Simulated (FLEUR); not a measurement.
# AgRh (P-6m2) in FLEUR: further runs

Aim: see how the results for AgRh move with the level of theory and the settings. Levels: PBEsol, RPBE, AM05. Tasks: density of states.

All numbers are computed with FLEUR MaX-R8.1 (later development tree); they aren't measurements. Logs are shortened: lines on timing, memory, paths and dates and some standing lists are left out, and cuts for length are marked.

## 1. The structure

The structure is hexagonal, space group P-6m2 (No. 187). Conventional cell: a = 2.778 Å, b = 2.778 Å, c = 4.809 Å, α = 90.00°, β = 90.00°, γ = 120.00°. Ag (site symmetry -6m2) has 6 Ag at 2.78 Å and 6 Rh at 2.89 Å as nearest neighbours. Rh (site symmetry -6m2) is surrounded by 6 Rh at 2.78 Å and 6 Ag at 2.89 Å.

The cell comes from a database or a generator and needn't be the stable form of this composition.

## 2. Density of states, PBEsol

Input file inp.xml:

```xml
<?xml version="1.0" encoding="UTF-8" standalone="no"?>
<fleurInput fleurInputVersion="0.39">
   <comment>
      AgRh                                                                                                
   </comment>
   <calculationSetup>
      <cutoffs Kmax="4.1" Gmax="12.7" GmaxXC="12.7" numbands="0"/>
      <scfLoop itmax="60" minDistance="0.00001" maxIterBroyd="15" imix="Anderson" alpha="0.05" precondParam="0.0" spinf="2.0" sdNocoIR="T"/>
      <coreElectrons ctail="T" frcor="F" kcrel="0" coretail_lmax="0"/>
      <xcFunctional name="PBEs" relativisticCorrections="F"/>
      <magnetism jspins="1"/>
      <soc l_soc="F" theta="0.0" phi="0.0" spav="F"/>
      <expertModes spex="0" secvar="F"/>
      <geometryOptimization l_f="F" forcealpha="1.0" forcemix="BFGS" epsdisp="0.00001" epsforce="0.00001"/>
      <ldaU l_linMix="F" mixParam="0.05" spinf="1.0"/>
   </calculationSetup>
   <cell>
      <bzIntegration valenceElectrons="36.0" mode="hist" fermiSmearingEnergy="0.00183747">
         <kPointListSelection listName="default-1"/>
         <!-- k-points included here -->
         <xi:include xmlns:xi="http://www.w3.org/2001/XInclude" href="kpts.xml"> </xi:include>
      </bzIntegration>
      <!-- symmetry operations included here -->
      <xi:include xmlns:xi="http://www.w3.org/2001/XInclude" href="sym.xml"> </xi:include>
      <bulkLattice scale="1.0">
[... 31 lines left out ...]
            <stateOccupation state="(4d5/2)" spinUp="2.400000" spinDown="2.400000"/>
         </electronConfig>
         <energyParameters s="5" p="5" d="4" f="4"/>
         <lo type="SCLO" l="0" n="4" eDeriv="0"/>
         <lo type="SCLO" l="1" n="4" eDeriv="0"/>
         <lo type="SCLO" l="1" n="4" eDeriv="1"/>
         <lo type="SCLO" l="2" n="4" eDeriv="2"/>
         <lo type="SCLO" l="3" n="4" eDeriv="2"/>
      </species>
   </atomSpecies>
   <atomGroups>
      <atomGroup species="Silver (Ag)">
         <relPos label="                   1">.0000000000 .0000000000 1.000/2.000</relPos>
         <force calculate="T" relaxXYZ="TTT"/>
      </atomGroup>
      <atomGroup species="Rhodium (Rh)">
         <relPos label="                   2">-1.000/3.000 1.000/3.000 .0000000000</relPos>
         <force calculate="T" relaxXYZ="TTT"/>
      </atomGroup>
   </atomGroups>
   <output dos="F" band="F" slice="F">
      <checks vchk="F" cdinf="F"/>
      <bandDOS minEnergy="-.5*Htr" maxEnergy="0.5*Htr" sigma="0.015" storeEVData="T"/>
      <vacuumDOS vacdos="F" integ="F" star="F" nstars="0" locx1="0.0" locy1="0.0" locx2="0.0" locy2="0.0" nstm="0" tworkf="0.0"/>
      <unfoldingBand unfoldBand="F" supercellX="1" supercellY="1" supercellZ="1"/>
      <plotting iplot="0" polar="F">
         <plot TwoD="T" vec1="  1.0  0.0  0.0" vec2="  0.0  1.0  0.0" vec3="  0.0  0.0  1.0" zero="  0.0  0.0  0.0" file="plot"/>
      </plotting>
      <chargeDensitySlicing numkpt="0" minEigenval="0.0" maxEigenval="0.0" nnne="0" pallst="F"/>
      <specialOutput eonly="F"/>
      <moessbauerParams electricFieldGradient="T" isomerShift="T" coreHyperfine="T" valenceHyperfine="T"/>
      <magneticCircularDichroism mcd="F" energyLo="-10.0" energyUp="0.0"/>
   </output>
  <!-- We include the file relax.xml here to enable relaxations (see documentation) -->
  <xi:include xmlns:xi="http://www.w3.org/2001/XInclude" href="relax.xml"> <xi:fallback/> </xi:include>
</fleurInput>
```

Input file crystal.txt:

```
AgRh
&input cartesian=F /
2.7775881998  0.0000000000  0.0000000000
-1.3887940999  2.4054619423  0.0000000000
0.0000000000  0.0000000000  4.8086020000
1.8897261246
1.0 1.0 1.0

2
47 0.0000000000  0.0000000000  0.5000000000
45 0.6666666667  0.3333333333  0.0000000000

&kpt div1=11 div2=11 div3=6 gamma=T /
```

Input file inp.xml (dos):

```
<?xml version="1.0" encoding="UTF-8" standalone="no"?>
<fleurInput fleurInputVersion="0.39">
   <comment>
      AgRh                                                                                                
   </comment>
   <calculationSetup>
      <cutoffs Kmax="4.1" Gmax="12.7" GmaxXC="12.7" numbands="0"/>
      <scfLoop itmax="60" minDistance="0.00001" maxIterBroyd="15" imix="Anderson" alpha="0.05" precondParam="0.0" spinf="2.0" sdNocoIR="T"/>
      <coreElectrons ctail="T" frcor="F" kcrel="0" coretail_lmax="0"/>
      <xcFunctional name="PBEs" relativisticCorrections="F"/>
      <magnetism jspins="1"/>
      <soc l_soc="F" theta="0.0" phi="0.0" spav="F"/>
      <expertModes spex="0" secvar="F"/>
      <geometryOptimization l_f="F" forcealpha="1.0" forcemix="BFGS" epsdisp="0.00001" epsforce="0.00001"/>
      <ldaU l_linMix="F" mixParam="0.05" spinf="1.0"/>
   </calculationSetup>
   <cell>
      <bzIntegration valenceElectrons="36.0" mode="hist" fermiSmearingEnergy="0.00183747">
         <kPointListSelection listName="default-1"/>
         <!-- k-points included here -->
         <xi:include xmlns:xi="http://www.w3.org/2001/XInclude" href="kpts.xml"> </xi:include>
      </bzIntegration>
      <!-- symmetry operations included here -->
      <xi:include xmlns:xi="http://www.w3.org/2001/XInclude" href="sym.xml"> </xi:include>
      <bulkLattice scale="1.0">
         <bravaisMatrix>
[... 33 lines left out ...]
         <lo type="SCLO" l="0" n="4" eDeriv="0"/>
         <lo type="SCLO" l="1" n="4" eDeriv="0"/>
         <lo type="SCLO" l="1" n="4" eDeriv="1"/>
         <lo type="SCLO" l="2" n="4" eDeriv="2"/>
         <lo type="SCLO" l="3" n="4" eDeriv="2"/>
      </species>
   </atomSpecies>
   <atomGroups>
      <atomGroup species="Silver (Ag)">
         <relPos label="                   1">.0000000000 .0000000000 1.000/2.000</relPos>
         <force calculate="T" relaxXYZ="TTT"/>
      </atomGroup>
      <atomGroup species="Rhodium (Rh)">
         <relPos label="                   2">-1.000/3.000 1.000/3.000 .0000000000</relPos>
         <force calculate="T" relaxXYZ="TTT"/>
      </atomGroup>
   </atomGroups>
   <output dos="T" band="F" slice="F">
      <checks vchk="F" cdinf="F"/>
      <bandDOS minEnergy="-0.8*Htr" maxEnergy="0.5*Htr" sigma="0.005" storeEVData="T"/>
      <vacuumDOS vacdos="F" integ="F" star="F" nstars="0" locx1="0.0" locy1="0.0" locx2="0.0" locy2="0.0" nstm="0" tworkf="0.0"/>
      <unfoldingBand unfoldBand="F" supercellX="1" supercellY="1" supercellZ="1"/>
      <plotting iplot="0" polar="F">
         <plot TwoD="T" vec1="  1.0  0.0  0.0" vec2="  0.0  1.0  0.0" vec3="  0.0  0.0  1.0" zero="  0.0  0.0  0.0" file="plot"/>
      </plotting>
      <chargeDensitySlicing numkpt="0" minEigenval="0.0" maxEigenval="0.0" nnne="0" pallst="F"/>
      <specialOutput eonly="F"/>
      <moessbauerParams electricFieldGradient="T" isomerShift="T" coreHyperfine="T" valenceHyperfine="T"/>
      <magneticCircularDichroism mcd="F" energyLo="-10.0" energyUp="0.0"/>
   </output>
  <!-- We include the file relax.xml here to enable relaxations (see documentation) -->
  <xi:include xmlns:xi="http://www.w3.org/2001/XInclude" href="relax.xml"> <xi:fallback/> </xi:include>
</fleurInput>
```

Potentials or basis: all-electron, FLAPW.

Run with:

```sh
$ inpgen -f crystal.txt -profile fastHighL
$ # inp.xml edited to the form shown
$ fleur_MPI
$ fleur_MPI   # second run, on inp.xml (dos)
```

Standard output:

```text
Welcome to FLEUR        (www.flapw.de)
      MaX-Release 8.1          (www.max-centre.eu)

 ========== k-point set info ==========
 Selected k-point list: default-1
 k-point list type: mesh
 11 x 11 x 6
 Number of k points: 64

 ------------Calculation Setup---------------------------
 Number of MPI-tasks      :            1
 Number of PE/node        :            1
 Number of OMP-threads    :            1
 Most efficient MPI parallelization for:
           1           2           4           8          16          32          64
 Additional eigenvalue parallelization possible
 Number of basis functions:          338
 Approximate size of matrices (H+S) per k-point:         0.003 GB
 --------------------------------------------------------
 Iteration:     1   Distance:      14.59374184 me/bohr^3
 Iteration:     2   Distance:      12.23838521 me/bohr^3
 Iteration:     3   Distance:       6.21265039 me/bohr^3
 Iteration:     4   Distance:       4.33464238 me/bohr^3
 Iteration:     5   Distance:       4.79486039 me/bohr^3
 Iteration:     6   Distance:       0.77048137 me/bohr^3
 Iteration:     7   Distance:       1.40058711 me/bohr^3
 Iteration:     8   Distance:       0.18822502 me/bohr^3
 Iteration:     9   Distance:       0.18910812 me/bohr^3
 Iteration:    10   Distance:       0.05573889 me/bohr^3
 Iteration:    11   Distance:       0.05241627 me/bohr^3
 Iteration:    12   Distance:       0.00565830 me/bohr^3
 Iteration:    13   Distance:       0.00614946 me/bohr^3
 Iteration:    14   Distance:       0.00081562 me/bohr^3
 Iteration:    15   Distance:       0.00012565 me/bohr^3
 Iteration:    16   Distance:       0.00010796 me/bohr^3
 Iteration:    17   Distance:       0.00004867 me/bohr^3
 Iteration:    18   Distance:       0.00003013 me/bohr^3
 Iteration:    19   Distance:       0.00000582 me/bohr^3

 ********************************************************************
 Run finished successfully
 Stop message:
   all done
 ********************************************************************
```

Run time: 87 s. Hardware: 1 thread of Arm Neoverse V2, shared host; peak memory 0.08 GiB.

What came out:

```yaml
Free_energy: -274772.0511 eV
Band_gap_on_the_k_mesh: none (metal or under the smearing width)
Valence_electrons_inside_the_program's_atomic_spheres: Ag 17.57; Rh 15.38 (radii Ag 2.41, Rh 2.41 bohr)
```

States per cell in windows of 0.5 eV (zero at the Fermi level; states under -8 eV left out):
| from (eV) | total | MT:1d | MT:2d | INT | MT:1s | MT:1p | MT:2s |
| --- | --- | --- | --- | --- | --- | --- | --- |
| -8.0 | 0.00 | 0.00 | 0.00 | 0.00 | 0.00 | 0.00 | 0.00 |
| -7.5 | 0.01 | 0.00 | 0.00 | 0.01 | 0.00 | 0.00 | 0.00 |
| -7.0 | 0.07 | 0.00 | 0.00 | 0.03 | 0.02 | 0.00 | 0.01 |
| -6.5 | 0.14 | 0.02 | 0.00 | 0.06 | 0.03 | 0.00 | 0.01 |
| -6.0 | 0.88 | 0.52 | 0.03 | 0.21 | 0.07 | 0.01 | 0.02 |
| -5.5 | 2.06 | 1.35 | 0.14 | 0.41 | 0.04 | 0.02 | 0.07 |
| -5.0 | 1.43 | 0.93 | 0.14 | 0.26 | 0.02 | 0.02 | 0.04 |
| -4.5 | 2.35 | 1.54 | 0.30 | 0.38 | 0.06 | 0.02 | 0.02 |
| -4.0 | 2.21 | 1.43 | 0.36 | 0.31 | 0.03 | 0.04 | 0.02 |
| -3.5 | 1.86 | 1.20 | 0.39 | 0.20 | 0.01 | 0.02 | 0.02 |
| -3.0 | 1.47 | 0.57 | 0.63 | 0.20 | 0.01 | 0.02 | 0.01 |
| -2.5 | 1.60 | 0.50 | 0.81 | 0.22 | 0.01 | 0.03 | 0.01 |
| -2.0 | 1.21 | 0.25 | 0.71 | 0.18 | 0.00 | 0.02 | 0.01 |
| -1.5 | 1.47 | 0.25 | 0.92 | 0.21 | 0.01 | 0.03 | 0.02 |
| -1.0 | 1.35 | 0.18 | 0.95 | 0.15 | 0.01 | 0.02 | 0.01 |
| -0.5 | 1.75 | 0.18 | 1.35 | 0.16 | 0.01 | 0.01 | 0.01 |
| 0.0 | 0.97 | 0.07 | 0.77 | 0.08 | 0.01 | 0.01 | 0.01 |
| 0.5 | 0.49 | 0.03 | 0.35 | 0.06 | 0.01 | 0.01 | 0.01 |
| 1.0 | 0.38 | 0.03 | 0.20 | 0.08 | 0.02 | 0.03 | 0.01 |
| 1.5 | 0.38 | 0.03 | 0.19 | 0.08 | 0.02 | 0.03 | 0.01 |
| 2.0 | 0.23 | 0.02 | 0.07 | 0.08 | 0.01 | 0.03 | 0.01 |
| 2.5 | 0.27 | 0.03 | 0.09 | 0.08 | 0.02 | 0.03 | 0.01 |

Core levels (eV from the Fermi level):
```tsv
atom	levels
1 Ag	1s1/2 -25298.3, 2s1/2 -3721.3, 2p1/2 -3458.5, 2p3/2 -3283.3, 3s1/2 -679.2, 3p1/2 -574.7, 3p3/2 -543.8, 3d3/2 -358.5, 3d5/2 -352.3
2 Rh	1s1/2 -23008.8, 2s1/2 -3331.6, 2p1/2 -3084.8, 2p3/2 -2940.3, 3s1/2 -591.5, 3p1/2 -494.9, 3p3/2 -470.1, 3d3/2 -299.0, 3d5/2 -294.1
```

## 3. Density of states, RPBE

Changes to inp.xml since step 2:

```diff
@@ -9,3 +9,3 @@
       <coreElectrons ctail="T" frcor="F" kcrel="0" coretail_lmax="0"/>
-      <xcFunctional name="PBEs" relativisticCorrections="F"/>
+      <xcFunctional name="Rpbe" relativisticCorrections="F"/>
       <magnetism jspins="1"/>
```

crystal.txt is that of step 2.

Changes to inp.xml (dos) since step 2:

```diff
@@ -9,3 +9,3 @@
       <coreElectrons ctail="T" frcor="F" kcrel="0" coretail_lmax="0"/>
-      <xcFunctional name="PBEs" relativisticCorrections="F"/>
+      <xcFunctional name="Rpbe" relativisticCorrections="F"/>
       <magnetism jspins="1"/>
```

Potentials or basis: all-electron, FLAPW.

Run with:

```sh
$ inpgen -f crystal.txt -profile fastHighL
$ # inp.xml edited to the form shown
$ fleur_MPI
$ fleur_MPI   # second run, on inp.xml (dos)
```

Run time: 98 s. Hardware: 1 thread of Arm Neoverse V2, shared host; peak memory 0.08 GiB.

Results (log left out):

```
Free energy                                           : -274920.0775 eV
Band gap on the k mesh                                : none (metal or under the smearing width)
Valence electrons inside the program's atomic spheres : Ag 17.58; Rh 15.40 (radii Ag 2.41, Rh 2.41 bohr)
```

Levels at points of the mesh, in eV from the Fermi level:
```
           k point  band 14  band 15  band 16  band 17  band 18  band 19  band 20  band 21  band 22  band 23
(0.00, 0.00, 0.00)    -3.05    -3.05    -1.76    -1.76     0.14     0.14     0.20     5.41    16.50    17.11
(0.00, 0.00, 0.50)    -3.13    -3.13    -2.44    -1.57    -1.57     0.10     0.10    11.57    12.55    16.70
```

States per cell in windows of 0.5 eV (zero at the Fermi level; states under -8 eV left out):
```csv
from (eV),total,MT:1d,MT:2d,INT,MT:1s,MT:1p,MT:2s
-8.0,0.00,0.00,0.00,0.00,0.00,0.00,0.00
-7.5,0.01,0.00,0.00,0.00,0.00,0.00,0.00
-7.0,0.05,0.00,0.00,0.02,0.01,0.00,0.01
-6.5,0.15,0.03,0.00,0.06,0.04,0.00,0.01
-6.0,0.91,0.56,0.03,0.21,0.07,0.01,0.02
-5.5,1.67,1.12,0.11,0.33,0.04,0.02,0.05
-5.0,1.90,1.26,0.17,0.35,0.03,0.02,0.06
-4.5,2.36,1.57,0.29,0.37,0.06,0.02,0.02
-4.0,1.79,1.18,0.27,0.25,0.03,0.03,0.01
-3.5,2.27,1.45,0.48,0.25,0.02,0.02,0.03
-3.0,1.43,0.53,0.64,0.20,0.01,0.02,0.01
-2.5,1.27,0.39,0.64,0.18,0.01,0.02,0.01
-2.0,1.52,0.29,0.92,0.22,0.01,0.03,0.02
-1.5,1.48,0.23,0.94,0.21,0.01,0.03,0.02
-1.0,1.02,0.13,0.72,0.12,0.01,0.02,0.01
-0.5,2.13,0.21,1.65,0.19,0.01,0.02,0.02
0.0,0.88,0.06,0.70,0.08,0.01,0.01,0.01
0.5,0.40,0.02,0.28,0.05,0.01,0.01,0.01
1.0,0.43,0.03,0.23,0.09,0.02,0.03,0.01
1.5,0.38,0.03,0.18,0.09,0.02,0.03,0.01
```

Core levels (eV from the Fermi level):
```
atom                                                                                                                             levels
1 Ag  1s1/2 -25313.3, 2s1/2 -3722.8, 2p1/2 -3458.0, 2p3/2 -3282.8, 3s1/2 -679.6, 3p1/2 -574.5, 3p3/2 -543.5, 3d3/2 -357.9, 3d5/2 -351.7
2 Rh  1s1/2 -23023.0, 2s1/2 -3332.9, 2p1/2 -3084.3, 2p3/2 -2939.8, 3s1/2 -591.9, 3p1/2 -494.8, 3p3/2 -469.9, 3d3/2 -298.4, 3d5/2 -293.5
```

## 4. Density of states, AM05

Changes to inp.xml since step 3:

```diff
@@ -9,3 +9,5 @@
       <coreElectrons ctail="T" frcor="F" kcrel="0" coretail_lmax="0"/>
-      <xcFunctional name="Rpbe" relativisticCorrections="F"/>
+      <xcFunctional name="LibXC" relativisticCorrections="F">
+         <LibXCName exchange="gga_x_am05" correlation="gga_c_am05"/>
+      </xcFunctional>
       <magnetism jspins="1"/>
```

crystal.txt is that of step 3.

Changes to inp.xml (dos) since step 3:

```diff
@@ -9,3 +9,5 @@
       <coreElectrons ctail="T" frcor="F" kcrel="0" coretail_lmax="0"/>
-      <xcFunctional name="Rpbe" relativisticCorrections="F"/>
+      <xcFunctional name="LibXC" relativisticCorrections="F">
+         <LibXCName exchange="gga_x_am05" correlation="gga_c_am05"/>
+      </xcFunctional>
       <magnetism jspins="1"/>
```

Run with:

```sh
$ inpgen -f crystal.txt -profile fastHighL
$ # inp.xml edited to the form shown
$ fleur_MPI
$ fleur_MPI   # second run, on inp.xml (dos)
```

Run time: 83 s. Hardware: 1 thread of Arm Neoverse V2, shared host; peak memory 0.09 GiB.

Results (log left out):

```
Free energy                                           : -274658.1157 eV
Band gap on the k mesh                                : none (metal or under the smearing width)
Valence electrons inside the program's atomic spheres : Ag 17.57; Rh 15.38 (radii Ag 2.41, Rh 2.41 bohr)
```

Levels at points of the mesh, in eV from the Fermi level:
| k point | band 15 | band 16 | band 17 | band 18 | band 19 | band 20 | band 21 | band 22 |
| --- | --- | --- | --- | --- | --- | --- | --- | --- |
| (0.00, 0.00, 0.00) | -3.01 | -1.78 | -1.78 | 0.11 | 0.14 | 0.14 | 5.33 | 16.43 |
| (0.00, 0.00, 0.50) | -3.10 | -2.48 | -1.58 | -1.58 | 0.10 | 0.10 | 11.49 | 12.46 |

States per cell in windows of 1 eV (zero at the Fermi level; states under -8 eV left out):
| from (eV) | total | MT:1d | MT:2d | INT | MT:1s | MT:1p | MT:2s |
| --- | --- | --- | --- | --- | --- | --- | --- |
| -8.0 | 0.01 | 0.00 | 0.00 | 0.01 | 0.00 | 0.00 | 0.00 |
| -7.0 | 0.25 | 0.05 | 0.00 | 0.11 | 0.06 | 0.00 | 0.02 |
| -6.0 | 2.81 | 1.80 | 0.17 | 0.59 | 0.11 | 0.03 | 0.09 |
| -5.0 | 3.79 | 2.48 | 0.43 | 0.65 | 0.08 | 0.04 | 0.06 |
| -4.0 | 4.42 | 2.82 | 0.85 | 0.56 | 0.05 | 0.06 | 0.05 |
| -3.0 | 2.72 | 0.91 | 1.30 | 0.38 | 0.02 | 0.05 | 0.02 |
| -2.0 | 2.68 | 0.50 | 1.63 | 0.39 | 0.01 | 0.05 | 0.03 |
| -1.0 | 3.43 | 0.39 | 2.56 | 0.34 | 0.02 | 0.04 | 0.03 |
| 0.0 | 1.18 | 0.07 | 0.90 | 0.12 | 0.02 | 0.02 | 0.01 |
| 1.0 | 0.75 | 0.06 | 0.39 | 0.17 | 0.04 | 0.05 | 0.01 |
| 2.0 | 0.49 | 0.05 | 0.15 | 0.16 | 0.02 | 0.05 | 0.02 |

Core levels (eV from the Fermi level):
```
atom                                                                                                                             levels
1 Ag  1s1/2 -25283.0, 2s1/2 -3719.6, 2p1/2 -3457.5, 2p3/2 -3282.5, 3s1/2 -678.7, 3p1/2 -574.4, 3p3/2 -543.5, 3d3/2 -358.6, 3d5/2 -352.4
2 Rh  1s1/2 -22994.3, 2s1/2 -3330.0, 2p1/2 -3083.9, 2p3/2 -2939.6, 3s1/2 -591.0, 3p1/2 -494.7, 3p3/2 -469.8, 3d3/2 -299.0, 3d5/2 -294.1
```

## 5. Overview

| level | gap on the mesh (eV) |
| --- | --- |
| PBEsol | none |
| RPBE | none |
| AM05 | none |

Alike in all rows: task density of states; potentials or basis all-electron, FLAPW; no spin polarisation; cell as given; k mesh 11 × 11 × 6; smearing fermi-dirac 0.05 eV; kmax 4.1 1/bohr.

Every run on the cell as given and a fine mesh finds a metal.

Compare energies only between runs with the same functional and basis.
